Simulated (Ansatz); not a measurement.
**AlAsH+ (quintet): the correlation ladder, cc-pVDZ**

Aim: climb from Hartree-Fock through coupled cluster for AlAsH+ (quintet) at one geometry and basis, and see what each rung misses.

Method: cc-pVDZ, core rule «outside noble gas», up to 19 orbitals frozen; program: Ansatz 0.2.0, Gaussian basis.

To be run: UHF; CCSD(T) on ROHF; CCSD(T) on UHF; BCCD(T) on ROHF; CISD; CCSDT(Q) on ROHF; CCSDT(Q) on UHF.

32 further runs of the same task are left out: 15 for a known fault of the program, 6 that didn't finish, 11 set aside as unsound or not needed.

## 1. The geometry

The geometry is a PBE0/def2-TZVP stationary point (not a proven minimum) of the parent state, kept for this charge and spin. No spin-orbit coupling is included. The filled d shell of As may be among the frozen orbitals whatever the setting's name suggests; the logs give the count.

3 atoms, charge 1, spin multiplicity 5.

Atoms are counted from 1 here; the program's logs count them from 0.

Bond lengths: Al1–As2 2.494 Å, Al1–H3 1.616 Å. Angles: As2–Al1–H3 114.3°.

## 2. UHF

in.yaml

```yaml
crystal:
  periodic: [false, false, false]
  atoms:
    - {symbol: Al, position_ang: [0.000000, -0.117481, 1.805728]}
    - {symbol: As, position_ang: [0.000000, 0.024611, -0.684636]}
    - {symbol: H, position_ang: [0.000000, 1.315495, 2.552431]}
basis:
  gaussian: {orbitals: cc-pVDZ}
total_charge: 1
magnetization: {spin_polarized: true, initial_magnetization: 4}
hamiltonian: {xc: hf}
output: {orbitals: {seedname: orbitals}}
```

Launch:

```bash
ansatz run in.yaml --threads 1 --pin off --events-out ev --progress --plain --max-ram 2393MiB
```

The runs that follow: CCSD(T) on ROHF; CCSD(T) on UHF; BCCD(T) on ROHF; CISD; CCSDT(Q) on ROHF; CCSDT(Q) on UHF.

**Question.** What will the summary of the whole plan be? Wanted: UCCSDT(Q) below the RHF energy; RMP2 from UCCSDT(Q); UMP2 from UCCSDT(Q); RCCSD from UCCSDT(Q); RCCSD(T) from UCCSDT(Q); UCCSD(T) from UCCSDT(Q); RCCSDT(Q) from UCCSDT(Q); T1 diagnostic.

**Answer**, as computed:

```
                         quantity                                         value
   UCCSDT(Q) below the RHF energy                                    -3.4111 eV
              RMP2 from UCCSDT(Q)                                    +898.6 meV
              UMP2 from UCCSDT(Q)                                    +850.9 meV
             RCCSD from UCCSDT(Q)                                    +123.1 meV
          RCCSD(T) from UCCSDT(Q)                                     +45.0 meV
          UCCSD(T) from UCCSDT(Q)                                     +27.2 meV
         RCCSDT(Q) from UCCSDT(Q)                                     +16.6 meV
levels within 1 kcal/mol (43 meV)  UCCSD(T), BCCD(T), RCCSDT, UCCSDT, RCCSDT(Q)
                    T1 diagnostic                                         0.038
```

What this shows: RCCSD(T) misses by +45.0 meV, 1.3 % of the correlation energy. These misses are within one basis, not against nature; the frozen cores of restricted and unrestricted runs differ, which can shift their rows.
